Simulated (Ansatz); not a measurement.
# GeH₂OS (SMILES [O]1[S][GeH2]1): one structure at several levels

An exercise on one series of results from a longer session: the logs are not shown, and one member is left open.

Method: single points in def2-TZVPP; program: Ansatz 0.2.0, Gaussian basis.

Correlated methods freeze the cores. Filled d shells of the heavier atoms are correlated.

## Where the work starts

SMILES `[O]1[S][GeH2]1`, 5 atoms, charge 0, spin multiplicity 1.

Atoms are counted from 1 here; the program's logs count them from 0.

Bond lengths: O1–S2 1.762 Å, O1–Ge3 1.741 Å, S2–Ge3 2.091 Å, Ge3–H4 1.516 Å, Ge3–H5 1.550 Å. Angles: S2–O1–Ge3 73.3°, O1–S2–Ge3 52.9°, O1–Ge3–S2 53.8°, O1–Ge3–H4 109.8°, O1–Ge3–H5 111.9°, S2–Ge3–H4 120.1°, S2–Ge3–H5 120.7°, H4–Ge3–H5 118.6°.

Coordinates:

```xyz
5
charge 0, multiplicity 1
O    -0.11910   -0.37040    1.30570
S     1.40120   -0.94270    0.62270
Ge   -0.07610    0.17430   -0.34750
H    -1.15790   -0.52610   -1.14650
H     0.03620    1.71700   -0.44600
```

Set-up of the first run:

run/in.yaml reads:

```yaml
crystal:
  periodic: [false, false, false]
  atoms:
    - {symbol: O, position_ang: [-0.119100, -0.370400, 1.305700]}
    - {symbol: S, position_ang: [1.401200, -0.942700, 0.622700]}
    - {symbol: Ge, position_ang: [-0.076100, 0.174300, -0.347500]}
    - {symbol: H, position_ang: [-1.157900, -0.526100, -1.146500]}
    - {symbol: H, position_ang: [0.036200, 1.717000, -0.446000]}
basis:
  gaussian: {orbitals: def2-TZVPP}
correlation: {method: ccsd_t}
output: {forces: true}
```

No record of the launch command was kept for these runs.

Steps of the session up to this table: CCSD(T)/def2-TZVPP; PBE0-D4/def2-TZVPP; wB97M-V/def2-TZVPP; r2SCAN-D4/def2-TZVPP; PBE-D4/def2-TZVPP; r2SCANh-D4/def2-TZVPP; HSE06-D4/def2-TZVPP.

One table of the session follows, with a row left open; its other results are not shown here.

```
    method  RMS force component (eV/Å)  angle to CCSD(T) forces (°)  dipole (D)
   CCSD(T)                       1.014                    reference        2.84
   PBE0-D4                           ?                            ?           ?
   wB97M-V                       0.895                         10.5        2.95
 r2SCAN-D4                       0.931                          5.9        2.78
    PBE-D4                       1.139                          9.0        2.65
r2SCANh-D4                       0.855                          9.0        2.85
  HSE06-D4                       0.861                         12.0        2.89
```

Estimate the missing values for PBE0-D4.

The run gave: RMS force component (eV/Å): 0.855; angle to CCSD(T) forces (°): 12.3; dipole (D): 2.89.
